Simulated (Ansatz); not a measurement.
Working through a search for lower mean-field states of GaI

With Ansatz's Python interface.

Notebook, run cell by cell (the value of a cell's last expression is shown):

In [1]:
```python
import ansatz as az
from ase import Atoms
import numpy as np
```

In [2]:
```python
atoms = Atoms(["Ga", "I"], positions=[
    [0.0, 0.0, 0.0],
    [0.0, 0.0, 2.515],
])
molecule = az.Crystal.molecule_from_ase(atoms)
symbols = [site.symbol for site in molecule.cartesian_sites]
```

In [3]:
```python
start = np.array([site.position_ang for site in molecule.cartesian_sites])
for factor in [1.0, 1.25, 1.6]:
    xyz = (start - start.mean(axis=0)) * factor
    scaled = az.Crystal.molecule()
    for symbol, place in zip(symbols, xyz):
        scaled = scaled.atom(symbol, place.tolist())
    calculation = (
        scaled.calculation()
        .basis(gaussian="def2-TZVP")
        .functional("pbe0", dispersion="d3bj")
        .spin("collinear")
    )
    for search in ("off", "standard"):
        try:
            rep = calculation.scf(lower_state_search=search).run().report
        except az.AnsatzError as error:
            print(f"x{factor} search {search}: {type(error).__name__}")
            continue
        state = rep["mean_field"]["state"]
        print(f"all distances x{factor}, search {search:8s} E = {rep['free_energy_ev']:.5f} eV  <S^2> = {abs(state['spin_squared']):.3f}  other states met: {len(rep['mean_field']['others'])}")
```
```text
all distances x1.0, search off      E = -60474.19836 eV  <S^2> = 0.000  other states met: 0
all distances x1.0, search standard E = -60474.19836 eV  <S^2> = 0.000  other states met: 0
all distances x1.25, search off      E = -60473.57263 eV  <S^2> = 0.000  other states met: 0
all distances x1.25, search standard E = -60473.57263 eV  <S^2> = 0.000  other states met: 0
all distances x1.6, search off      E = -60472.17632 eV  <S^2> = 0.000  other states met: 0
all distances x1.6, search standard E = -60472.17632 eV  <S^2> = 0.000  other states met: 4
```

These settings explore the input space; basis and method may be short of convergence. The count of other states can hold repeated and symmetry-equivalent ends of the search; scaling all distances is a test, and for more than two atoms no physical path. def2 sets replace the cores of elements past krypton by effective core potentials. The spin state was assumed, and another may lie lower. It ran for 20 s on 1 thread of AMD EPYC 7B13 (Zen 3), with other jobs on the host, peak memory 0.32 GiB.
